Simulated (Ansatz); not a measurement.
# CaMg: the cost of one run

All numbers are computed with the Python package of Ansatz 0.2.0. Level of theory: DFT PBEsol+D4, plane waves, PAW.

## Step 1: Starting point

Symmetry: P4/mmm, No. 123, tetragonal system. Conventional cell: a = 4.027 Å, b = 4.027 Å, c = 3.862 Å, α = 90.00°, β = 90.00°, γ = 90.00°. Ca (site symmetry 4/mmm) is surrounded by 8 Mg at 3.44 Å and 6 Ca at 3.86 to 4.03 Å. Mg (site symmetry 4/mmm) has 8 Ca at 3.44 Å and 6 Mg at 3.86 to 4.03 Å as nearest neighbours.

No structure file is read: the coordinates are typed or built in the script.

## Step 2: The script

camg_smear.py reads:

```python
import warnings

import ansatz as az
import pandas as pd


def main() -> None:
    warnings.simplefilter('ignore', az.DeckWarning)

    crystal = (
        az.Lattice.from_parameters(4.027372, 4.027372, 3.861624, alpha=90.0, beta=90.0, gamma=90.0)
        .atom('Ca', (0.0, 0.0, 0.5))
        .atom('Mg', (0.5, 0.5, 0.0))
    )

    calc = crystal.calculation().functional('pbesol', dispersion='d4').basis(510).kpoints(mesh=(6, 6, 6)).stress()

    rows = []
    for value in [0.25, 0.15, 0.1, 0.05, 0.025]:
        report = calc.occupations('fermi_dirac', width=value).run().report
        rows.append((value, report['free_energy_ev'] / len(report['lattice']['sites']), report['n_iterations'], sum(report['stress_gpa'][i][i] for i in range(3)) / 3, report['n_kpoints']))

    table = pd.DataFrame(rows, columns=['width (eV)', 'F/atom (eV)', 'iterations', 'P (GPa)', 'k-points'])
    print(table.round(5).to_string(index=False))

    for row in rows[:-1]:
        shift = 1000 * (row[1] - rows[-1][1])
        print(f'{row[0]}: {shift:+.2f} meV/atom' + ('  (within 2 meV)' if abs(shift) < 2 else ''))


if __name__ == '__main__':
    main()
```

## Step 3: The run

Command:

```
> python camg_smear.py
```

Q: Estimate wall time and peak memory on 1 thread of Arm Neoverse V1, shared host.

About 12 s, with a peak of 0.43 GiB.
